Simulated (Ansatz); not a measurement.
# CuSi16: the cost of one run

Method: DFT PBE+D3(BJ), plane waves, PAW, scalar-relativistic, no spin polarisation, in Ansatz 0.2.0.

1 further run of the same task is left out (it didn't finish).

## (1) The structure to begin with

The cell holds 17 atoms (CuSi16): a = 7.679 Å, b = 7.679 Å, c = 7.679 Å, α = 60.00°, β = 60.00°, γ = 60.00°.

The coordinates stand in the first input below.

## (2) End point A

The input, input.yaml:

```yaml
crystal:
  lattice:
    - [0.0, 5.43, 5.43]
    - [5.43, 0.0, 5.43]
    - [5.43, 5.43, 0.0]
  atoms:
    - { symbol: Si, position: [0.0, 0.0, 0.0] }
    - { symbol: Si, position: [0.125, 0.125, 0.125] }
    - { symbol: Si, position: [0.0, 0.0, 0.5] }
    - { symbol: Si, position: [0.125, 0.125, 0.625] }
    - { symbol: Si, position: [0.0, 0.5, 0.0] }
    - { symbol: Si, position: [0.125, 0.625, 0.125] }
    - { symbol: Si, position: [0.0, 0.5, 0.5] }
    - { symbol: Si, position: [0.125, 0.625, 0.625] }
    - { symbol: Si, position: [0.5, 0.0, 0.0] }
    - { symbol: Si, position: [0.625, 0.125, 0.125] }
    - { symbol: Si, position: [0.5, 0.0, 0.5] }
    - { symbol: Si, position: [0.625, 0.125, 0.625] }
    - { symbol: Si, position: [0.5, 0.5, 0.0] }
    - { symbol: Si, position: [0.625, 0.625, 0.125] }
    - { symbol: Si, position: [0.5, 0.5, 0.5] }
    - { symbol: Si, position: [0.625, 0.625, 0.625] }
    - { symbol: Cu, position: [0.5606437, 0.8143025, 0.8140148] }
total_charge: 1
basis:
  ecutwfc: 420.0
kpoints:
  mp_grid: { grid: [2, 2, 2] }
hamiltonian:
  xc: pbe
  dispersion: d3bj
scf:
  occupations: { method: fermi_dirac, width: 0.02 }
  lower_state_search: "off"
relax:
  f_tol: 0.03
  max_steps: 60
  adjacent_minimum: "off"
```

Run with:

```console
$ ansatz run input.yaml --threads 1 --pin off --max-ram 3072MiB --backend cpu --events-out ev --progress --plain --runs-dir out
```

What time and memory should one allow on 1 thread of Arm Neoverse V2, shared host?

About 2.2 min, with a peak of 0.59 GiB.
